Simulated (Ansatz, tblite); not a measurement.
# Al5Sb5 zinc blende bond disc (Al₅Sb₅H₁₈): one state, many levels

How do method and basis change the picture of Al5Sb5 zinc blende bond disc (Al₅Sb₅H₁₈) (singlet)?

The runs use Ansatz 0.2.0, Gaussian basis; as each input shows.

Plan: GFN1-xTB, GFN2-xTB, PBE-D4/def2-SVP, r2SCAN-D4/def2-SVP, MP2/def2-SVP, RPA/def2-SVP.

9 further runs of the same task are left out: 7 that didn't finish, 2 set aside as unsound or not needed. Runs told in other sessions of the task aren't counted.

## Step 1: The structure

The geometry is that of the singlet, from an earlier relaxation (PBE-D4/def2-SVP).

28 atoms, charge 0, spin multiplicity 1.

Bond lengths: Al1–Sb6 2.722 Å, Al1–Sb8 2.738 Å, Al1–H11 1.602 Å, Al1–H12 1.602 Å, Al2–Sb7 2.739 Å, Al2–Sb8 2.723 Å, Al2–H13 1.600 Å, Al2–H14 1.601 Å, Al3–Sb6 2.722 Å, Al3–Sb10 2.738 Å, Al3–H15 1.602 Å, Al3–H16 1.602 Å, Al4–Sb9 2.739 Å, Al4–Sb10 2.722 Å, Al4–H17 1.600 Å, Al4–H18 1.601 Å, Al5–Sb6 2.668 Å, Al5–Sb7 2.705 Å and more. Angles: Sb6–Al1–Sb8 100.9°, Sb6–Al1–H11 109.1°, Sb6–Al1–H12 107.0°, Sb8–Al1–H11 107.1°, Sb8–Al1–H12 105.4°, H11–Al1–H12 124.8°, Sb7–Al2–Sb8 94.6°, Sb7–Al2–H13 108.1°, Sb7–Al2–H14 105.1°, Sb8–Al2–H13 111.4°, Sb8–Al2–H14 107.8°, H13–Al2–H14 125.4°, Sb6–Al3–Sb10 100.9°, Sb6–Al3–H15 109.1°, Sb6–Al3–H16 107.0°, Sb10–Al3–H15 107.1°, Sb10–Al3–H16 105.4°, H15–Al3–H16 124.8° and more.

Sb takes a core potential in the def2 sets. No spin-orbit coupling is included.

PBE0-D4/def2-SVP was run before; its log isn't repeated, and its numbers join the tables.

## Step 2: GFN1-xTB

Tight binding, by tblite at 300 K electronic temperature and without a spin-polarisation term:

```python
tblite.interface.Calculator('GFN1-xTB', numbers, positions, charge=0, uhf=0).singlepoint()
```

Energy -783.6565 eV, HOMO -10.35 eV, LUMO -7.11 eV; 0.045 s.

## Step 3: GFN2-xTB

Tight binding, by tblite at 300 K electronic temperature and without a spin-polarisation term:

```python
tblite.interface.Calculator('GFN2-xTB', numbers, positions, charge=0, uhf=0).singlepoint()
```

Energy -695.0051 eV, HOMO -9.68 eV, LUMO -7.00 eV; 0.045 s.

## Step 4: PBE-D4/def2-SVP

start.molden holds the orbitals of an earlier run on this state, given as this run's starting guess.

Input file in.yaml:

```yaml
crystal:
  periodic: [false, false, false]
  atoms:
    - {symbol: Al, position_ang: [-2.369224, 0.855241, 2.645996]}
    - {symbol: Al, position_ang: [-2.693654, 3.996279, -1.151380]}
    - {symbol: Al, position_ang: [0.854917, -2.373433, 2.642708]}
    - {symbol: Al, position_ang: [3.995228, -2.694613, -1.156313]}
    - {symbol: Al, position_ang: [1.132912, 1.132371, -0.242506]}
    - {symbol: Sb, position_ang: [-0.440315, -0.441206, 1.229328]}
    - {symbol: Sb, position_ang: [-0.567009, 2.437212, -1.893318]}
    - {symbol: Sb, position_ang: [-3.668304, 2.195102, 0.642455]}
    - {symbol: Sb, position_ang: [2.437933, -0.565790, -1.894518]}
    - {symbol: Sb, position_ang: [2.195131, -3.670257, 0.638011]}
    - {symbol: H, position_ang: [-3.398218, -0.221508, 3.236071]}
    - {symbol: H, position_ang: [-1.635876, 1.988220, 3.509953]}
    - {symbol: H, position_ang: [-3.664709, 4.145670, -2.413796]}
    - {symbol: H, position_ang: [-2.052970, 5.209311, -0.326124]}
    - {symbol: H, position_ang: [-0.222866, -3.402892, 3.230175]}
    - {symbol: H, position_ang: [1.987352, -1.642010, 3.508841]}
    - {symbol: H, position_ang: [4.141208, -3.664221, -2.420380]}
    - {symbol: H, position_ang: [5.210617, -2.057049, -0.331914]}
    - {symbol: H, position_ang: [2.120811, 2.121278, 0.528404]}
    - {symbol: H, position_ang: [-1.287479, -1.285933, -0.006510]}
    - {symbol: H, position_ang: [-1.184730, 1.170703, -2.871243]}
    - {symbol: H, position_ang: [0.353200, 3.186178, -3.135768]}
    - {symbol: H, position_ang: [-4.499558, 1.024178, -0.296539]}
    - {symbol: H, position_ang: [-5.079755, 2.924790, 1.294382]}
    - {symbol: H, position_ang: [1.172157, -1.179396, -2.875898]}
    - {symbol: H, position_ang: [3.189773, 0.357000, -3.133174]}
    - {symbol: H, position_ang: [1.024165, -4.503336, -0.299374]}
    - {symbol: H, position_ang: [2.926562, -5.080688, 1.290231]}
basis:
  gaussian: {orbitals: def2-SVP, initial_orbitals: start.molden}
hamiltonian: {xc: pbe, dispersion: d4}
scf: {omitted_lower_state_checks: [starts]}
output: {orbitals: {seedname: orbitals}}
```

Launch:

```
ansatz run in.yaml --threads 4 --pin off --events-out ev --progress --plain --max-ram 6963MiB
```

Further steps of the session: r2SCAN-D4/def2-SVP; MP2/def2-SVP; RPA/def2-SVP.

**Question.** What will the summary of the whole plan be? Wanted: gap in def2-SVP, named functionals, smallest and largest; correlation energy, MP2/def2-SVP; binding an atom, functionals in def2-SVP.

**Answer**, as computed:

```
                                                quantity                                  value
gap in def2-SVP, named functionals, smallest and largest    3.74 eV (PBE-D4), 5.32 eV (PBE0-D4)
                        correlation energy, MP2/def2-SVP                              -26.82 eV
                binding an atom, functionals in def2-SVP  2.40 (PBE0-D4) to 2.43 eV (r2SCAN-D4)
```

What this shows: Over the named functionals in def2-SVP the gap runs from 3.74 eV (PBE-D4) to 5.32 eV (PBE0-D4); exact exchange widens it.
